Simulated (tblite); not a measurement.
# C5H11GaS: the cost of one run

The runs use tblite 0.8.0 and PySCF 2.14.0, with density-fitted response routines of our own; the level of theory stands in each step. All values are computed, except where a source is named. Atoms are numbered from 0 throughout.

### 1 The molecule as given

18 atoms, charge 0, multiplicity 1; geometry from: force field or distance geometry start.

Bonds of the start (Å): C0–C1 1.21, C1–Ga2 1.95, Ga2–S3 2.25, S3–C4 1.78, S3–C5 1.77, C5–C6 1.52, C0–H7 1.06, Ga2–H8 1.61, Ga2–H9 1.60, C4–H10 1.11, C4–H11 1.11, C4–H12 1.11, C5–H13 1.12, C5–H14 1.10, C6–H15 1.10, C6–H16 1.11, C6–H17 1.11.

### 2 Geometry optimisation with GFN2-xTB

Job settings and geometry (Å):

```
{"job": {"kind": "relax", "xc": "GFN2-xTB", "basis": "xTB"}, "charge": 0, "multiplicity": 1}
C      3.054700     1.281600     0.221000
C      2.226100     0.569300     0.731300
Ga     0.915800    -0.598700     1.576000
S     -0.812100    -0.860400     0.166600
C     -0.503800    -2.288300    -0.842700
C     -1.036000     0.573800    -0.853100
C     -1.507900     1.760000    -0.022600
H      3.767900     1.921400    -0.230100
H      0.387900     0.078900     2.937300
H      1.565600    -2.028200     1.896200
H      0.417800    -2.123900    -1.444600
H     -0.380200    -3.187700    -0.209400
H     -1.365200    -2.439400    -1.526800
H     -0.063600     0.824700    -1.345400
H     -1.787500     0.356900    -1.632300
H     -1.670800     2.636000    -0.667100
H     -2.466400     1.512900     0.487600
H     -0.750800     2.017400     0.746700
```

On the command line:

```sh
$ OMP_NUM_THREADS=1 python probes_run.py task.json out
```

One launch serves the whole session: the jobs run in the order shown.

Q: Estimate the wall time and peak memory of this first job on 1 thread of Arm Neoverse V1, shared host.

About 1 s, with a peak of 0.18 GiB.
